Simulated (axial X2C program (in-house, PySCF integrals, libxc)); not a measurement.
# TeC⁺: EOM-IP-CCSD levels

Wanted for TeC⁺: EOM-IP-CCSD levels, at the two-component level.

Computed with an in-house X2C program for linear molecules on PySCF integrals. Level: two-component X2C with atomic mean-field terms, Te dyall-cv3z, C dyall-v3z.

All values are calculated.

## 1. Set-up

The input, task.json:

```json
{
 "zs": [
  52,
  6
 ],
 "q": 1,
 "bas": [
  "dyall-cv3z",
  "dyall-v3z"
 ],
 "r0": 1.95,
 "eom": "ip",
 "rq": 0,
 "thr": -2.0,
 "nmax": 95,
 "grid": [
  1,
  0.96,
  1.045,
  0.92,
  1.09,
  1.15
 ]
}
```

Keys: zs atomic numbers; q charge; bas basis sets; r0 starting distance in Å; eom kind of EOM run; thr threshold in hartree for freezing inner shells (an s shell follows its p shell); nmax most natural virtual spinors; grid distances as factors.

Started as:

```bash
python soeom.py task.json out
```

Nuclei are Gaussian, cores are contracted, and the Gaunt term is on.

## 2. EOM-IP-CCSD at 1.886 Å

Reference: the closed shell TeC; 20 electrons correlated, 82 virtual spinors; roots sought by Ω: 1/2: 4, 3/2: 3, 5/2: 1.

Output:

```text
two-component X2C + atomic mean field  HF
basis functions 166  fitting functions 886  grid points 5079
iter        total energy     max residual
   1      -6825.824436871     2.59e-01
   2      -6825.848931572     1.00e-02
   3      -6825.849936745     1.17e-02
   4      -6825.851590330     2.79e-03
   5      -6825.851906185     1.62e-03
   6      -6825.852023071     7.19e-04
   7      -6825.852075851     3.97e-04
   8      -6825.852086300     2.38e-04
   9      -6825.852091276     1.70e-04
  10      -6825.852094985     1.07e-04
  11      -6825.852097277     2.06e-05
  12      -6825.852097358     1.53e-05
  13      -6825.852097374     1.10e-05
  14      -6825.852097389     1.80e-06
  15      -6825.852097389     2.07e-07
converged
one-electron -9536.54673027  Coulomb 2806.95274921  exact exchange -179.75358947  xc functional 0.00000000  nuclear repulsion 87.54151103  atomic mean-field constant -4.04603789
correlated 20  virtual 222  natural virtual 82  E(MP2) -0.788436838  MP2 remainder -0.094450948
iter   CCSD correlation   residual
   1     -0.623073022   2.60e-01
   2     -0.647845666   1.36e-01
   3     -0.654737477   4.03e-02
   4     -0.655153511   1.86e-02
   5     -0.655201322   7.49e-03
   6     -0.655370767   2.46e-03
   7     -0.655364095   1.01e-03
   8     -0.655372943   4.12e-04
   9     -0.655372086   2.14e-04
  10     -0.655371993   9.38e-05
  11     -0.655370734   3.77e-05
  12     -0.655371440   1.97e-05
  13     -0.655371102   1.37e-05
  14     -0.655371285   9.33e-06
  15     -0.655371358   4.62e-06
  16     -0.655371315   1.93e-06
  17     -0.655371328   7.23e-07
(T) -0.026570801  T1 0.0366  D1 0.0841  max T2 0.104
EOM-IP-CCSD roots
2*Omega      energy/Eh   energy/eV  one-particle weight
    1       0.36984184     10.0639      0.893
    1       0.40877722     11.1234      0.960
    1       0.53423905     14.5374      0.000
    1       0.56297201     15.3192      0.189
    3       0.39662526     10.7927      0.965
    3       0.53040916     14.4332      0.000
    3       0.56073570     15.2584      0.000
    5       0.56070545     15.2576      0.000
```

T1 in the output is the amplitude norm over the root of the electron number; divide by √2 for the Lee–Taylor value.

| Ω | vertical IE (eV) | above lowest (cm⁻¹) | spinor | weight |
| --- | --- | --- | --- | --- |
| 1/2 | 10.064 | 0 | 58% C pσ, 17% C sσ, 17% Te pσ | 0.89 |
| 3/2 | 10.793 | 5880 | 61% Te pπ, 35% C pπ | 0.97 |
| 1/2 | 11.123 | 8550 | 72% Te pπ, 23% C pπ | 0.96 |

It took 19 s on 1 thread of Arm Neoverse V2, shared host; peak memory 1.1 GiB.

## 3. EOM-IP-CCSD at 1.811 Å

```
  Ω  vertical IE (eV)  above lowest (cm⁻¹)                          spinor  weight
1/2             9.899                    0   59% C pσ, 18% C sσ, 15% Te pσ    0.89
3/2            11.002                 8900             60% Te pπ, 36% C pπ    0.97
1/2            11.342                11640             69% Te pπ, 25% C pπ    0.96
1/2            15.395                44330  42% Te pσ, 31% Te sσ, 19% C sσ    0.64
```

Wall time 19 s (1 thread of Arm Neoverse V2, shared host); peak memory 1.1 GiB.

## 4. EOM-IP-CCSD at 1.971 Å

| Ω | vertical IE (eV) | above lowest (cm⁻¹) | spinor | weight |
| --- | --- | --- | --- | --- |
| 1/2 | 10.209 | 0 | 55% C pσ, 18% Te pσ, 15% C sσ | 0.90 |
| 3/2 | 10.576 | 2960 | 62% Te pπ, 34% C pπ | 0.97 |
| 1/2 | 10.900 | 5570 | 73% Te pπ, 19% C pπ | 0.96 |

Wall time 19 s (1 thread of Arm Neoverse V2, shared host); peak memory 1.1 GiB.

## 5. EOM-IP-CCSD at 1.735 Å

```
  Ω  vertical IE (eV)  above lowest (cm⁻¹)                          spinor  weight
1/2             9.706                    0   59% C pσ, 19% C sσ, 13% Te pσ    0.90
3/2            11.229                12280             59% Te pπ, 37% C pπ    0.96
1/2            11.577                15090             67% Te pπ, 28% C pπ    0.96
1/2            15.422                46100  44% Te pσ, 31% Te sσ, 17% C sσ    0.72
```

Wall time 19 s (1 thread of Arm Neoverse V2, shared host); peak memory 1.1 GiB.

## 6. EOM-IP-CCSD at 2.056 Å

```csv
Ω,vertical IE (eV),above lowest (cm⁻¹),spinor,weight
1/2,10.293,0,"46% C pσ, 17% Te pπ, 16% Te pσ",0.91
3/2,10.382,720,"63% Te pπ, 34% C pπ",0.96
1/2,10.719,3440,"66% Te pπ, 13% C pπ, 10% C pσ",0.94
```

Wall time 18 s (1 thread of Arm Neoverse V2, shared host); peak memory 1.1 GiB.

## 7. EOM-IP-CCSD at 2.169 Å

```
  Ω  vertical IE (eV)  above lowest (cm⁻¹)                          spinor  weight
3/2            10.152                    0             64% Te pπ, 33% C pπ    0.96
1/2            10.232                  650   58% Te pπ, 19% C pσ, 13% C pπ    0.94
1/2            10.620                 3770  37% C pσ, 31% Te pπ, 18% Te pσ    0.91
```

It took 18 s on 1 thread of Arm Neoverse V2, shared host; peak memory 1.2 GiB.

## 8. Curves of the states

Energies in eV from the lowest point of the lowest state; states are followed by energy order within each Ω.

```
R (Å)  (1)Ω=1/2  (1)Ω=3/2  (2)Ω=1/2
1.735    0.1686    1.6917    2.0400
1.811    0.0000    1.1036    1.4433
1.886    0.0666    0.7954    1.1261
1.971    0.3205    0.6875    1.0112
2.056    0.6672    0.7561    1.0936
2.169    1.1021    1.0220    1.4893
```

## 9. Summary of results

```
                     quantity                            value
       lowest root at 1.886 Å               Ω = 1/2, 10.064 eV
next root led by one particle  Ω = 3/2, about 5880 cm⁻¹ higher
          T1 of the reference                            0.026
```

What this shows: Removing an electron from the reference determinant of TeC costs 10.06 eV and empties a spinor of 58% C pσ, 17% C sσ, 17% Te pσ. Errors of 0.1 to 0.3 eV are usual at this size, and roots led by higher excitations are left out, so the list is incomplete, and low states of that kind can be missing. T1 or the largest double amplitude of the reference is raised, which lowers the reliability.
